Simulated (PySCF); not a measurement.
# CH2BiO (Bi(H2CO)3+): the cost of one run

Computed with PySCF 2.14.0. Level: PBE0, Bi def2-SVP with ECP60, O def2-SVP, C def2-SVP, H def2-SVP; scalar-relativistic core potentials, no spin–orbit coupling.

1 further run of the same task is left out (for a known fault of the program).

## (1) The system as given

5 atoms, charge 3, spin multiplicity 1.

Bond lengths: Bi1–O2 2.300 Å, O2–C3 1.220 Å, C3–H4 1.105 Å, C3–H5 1.105 Å. Angles: Bi1–O2–C3 180.0°, O2–C3–H4 121.7°, O2–C3–H5 121.7°, H4–C3–H5 116.6°.

Coordinates:

```xyz
5

Bi    0.0000    0.0000    0.0000
O     0.0000    0.0000    2.3000
C     0.0000    0.0000    3.5200
H     0.9400    0.0000    4.1000
H    -0.9400    0.0000    4.1000
```

Formal oxidation states: Bi +3.

## (2) SCF at the start, singlet

File run.py (the lines that set the calculation):

```python
mol = gto.M(atom='''
Bi     0.00000     0.00000     0.00000
O      0.00000     0.00000     2.30000
C      0.00000     0.00000     3.52000
H      0.94000     0.00000     4.10000
H     -0.94000     0.00000     4.10000''',
    basis={'Bi': 'def2-SVP', 'O': 'def2-SVP', 'C': 'def2-SVP', 'H': 'def2-SVP'},
    ecp={'Bi': 'def2-SVP'},
    charge=3, spin=0)
mf = dft.RKS(mol, xc='PBE0')
mf.grids.atom_grid = (50, 194)
mf = mf.density_fit()  # fitting sets: Bi def2-universal-JKFIT, O def2-universal-JKFIT, C def2-universal-JKFIT, H def2-universal-JKFIT
mf.conv_tol = 1e-08; mf.max_cycle = 55
mf.kernel(dm0)  # dm0: free metal ions and neutral atoms
```

Launch:

```sh
$ OMP_NUM_THREADS=2 python run.py
```

**Question.** How long does this run take on 2 threads of Arm Neoverse V1, shared host, and how much memory does it need?

About 1.9 s, with a peak of 0.32 GiB.
